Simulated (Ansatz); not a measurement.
# C7H6F2O: the cost of one run

Program: Ansatz 0.2.0. Level of theory: the levels named in each step. These are calculated values, not measurements.

### Step 1. The structure to begin with

Bond lengths (14 of 16 bonds, heavy atoms first): O1–C2 1.402 Å, C2–C3 1.513 Å, C3–C4 1.391 Å, C4–F5 1.353 Å, C4–C6 1.382 Å, C6–C7 1.384 Å, C7–C8 1.383 Å, C3–C9 1.390 Å, C8–C9 1.383 Å, C9–F10 1.346 Å, O1–H11 0.965 Å, C2–H12 1.092 Å, C2–H13 1.102 Å, C6–H14 1.078 Å. Angles (14 of 25 angles, heavy atoms first): O1–C2–C3 113.7°, C2–C3–C4 122.2°, C2–C3–C9 122.2°, C4–C3–C9 115.6°, C3–C4–F5 118.4°, C3–C4–C6 123.2°, F5–C4–C6 118.4°, C4–C6–C7 118.9°, C6–C7–C8 120.1°, C7–C8–C9 119.2°, C3–C9–C8 122.9°, C3–C9–F10 118.7°, C8–C9–F10 118.3°, O1–C2–H12 105.8°.

As a file:

```xyz
16

O    -2.4389   -0.9335    0.7870
C    -1.9086    0.1767    0.1138
C    -0.4026    0.1415   -0.0272
C     0.2672   -0.9616   -0.5455
F    -0.4633   -2.0243   -0.9549
C     1.6419   -1.0233   -0.6698
C     2.3989    0.0644   -0.2720
C     1.7799    1.1920    0.2373
C     0.4017    1.2100    0.3530
F    -0.1837    2.3174    0.8465
H    -2.2474   -1.7341    0.2840
H    -2.1984    1.0485    0.7042
H    -2.3519    0.2738   -0.8909
H     2.0976   -1.9120   -1.0758
H     3.4729    0.0341   -0.3631
H     2.3468    2.0549    0.5480
```

### Step 2. A rough first relaxation, PBE-D4/def2-SVP

This run stands in another session on the same molecule. It ended at:

```xyz
16

O    -2.4448   -0.9307    0.8291
C    -1.9290    0.1637    0.0997
C    -0.4170    0.1513   -0.0282
C     0.2577   -0.9606   -0.5594
F    -0.4996   -2.0173   -0.9578
C     1.6452   -1.0375   -0.6928
C     2.4120    0.0630   -0.2770
C     1.7952    1.2024    0.2586
C     0.3990    1.2238    0.3723
F    -0.1915    2.3223    0.8831
H    -2.1944   -1.7342    0.3355
H    -2.2322    1.0847    0.6342
H    -2.3695    0.2317   -0.9280
H     2.1003   -1.9442   -1.1147
H     3.5076    0.0301   -0.3717
H     2.3729    2.0759    0.5919
```

### Step 3. Relaxation, HF/STO-3G

Input file input.yaml:

```yaml
crystal:
  periodic: [false, false, false]
  atoms:
    - { symbol: O, position_ang: [-2.44480545, -0.93070003, 0.82913087] }
    - { symbol: C, position_ang: [-1.9289587, 0.16370058, 0.09967501] }
    - { symbol: C, position_ang: [-0.41698288, 0.15126538, -0.02821075] }
    - { symbol: C, position_ang: [0.25765671, -0.96063937, -0.55940844] }
    - { symbol: F, position_ang: [-0.49959271, -2.01732327, -0.95782108] }
    - { symbol: C, position_ang: [1.64524468, -1.03749935, -0.69275662] }
    - { symbol: C, position_ang: [2.4119534, 0.0629941, -0.27697612] }
    - { symbol: C, position_ang: [1.79518928, 1.20243191, 0.25862659] }
    - { symbol: C, position_ang: [0.39904882, 1.22380461, 0.37228681] }
    - { symbol: F, position_ang: [-0.19145378, 2.32234117, 0.88314142] }
    - { symbol: H, position_ang: [-2.19439054, -1.73421495, 0.33545762] }
    - { symbol: H, position_ang: [-2.23220999, 1.08470972, 0.63417031] }
    - { symbol: H, position_ang: [-2.36948718, 0.23170181, -0.92799343] }
    - { symbol: H, position_ang: [2.1003319, -1.94423451, -1.11474503] }
    - { symbol: H, position_ang: [3.50760295, 0.03011888, -0.37171483] }
    - { symbol: H, position_ang: [2.37287349, 2.07592332, 0.59185765] }
basis:
  gaussian: { orbitals: STO-3G }
hamiltonian:
  xc: hf
relax:
  f_tol: 0.004
  max_steps: 150
```

Run with:

```
$ ansatz run input.yaml --threads 4 --pin off --max-ram 10240MiB --backend cpu --events-out ev --progress --plain --runs-dir out
```

What time and memory should one allow on 4 threads of Arm Neoverse V2, shared host?

About 9.7 s, with a peak of 0.14 GiB.
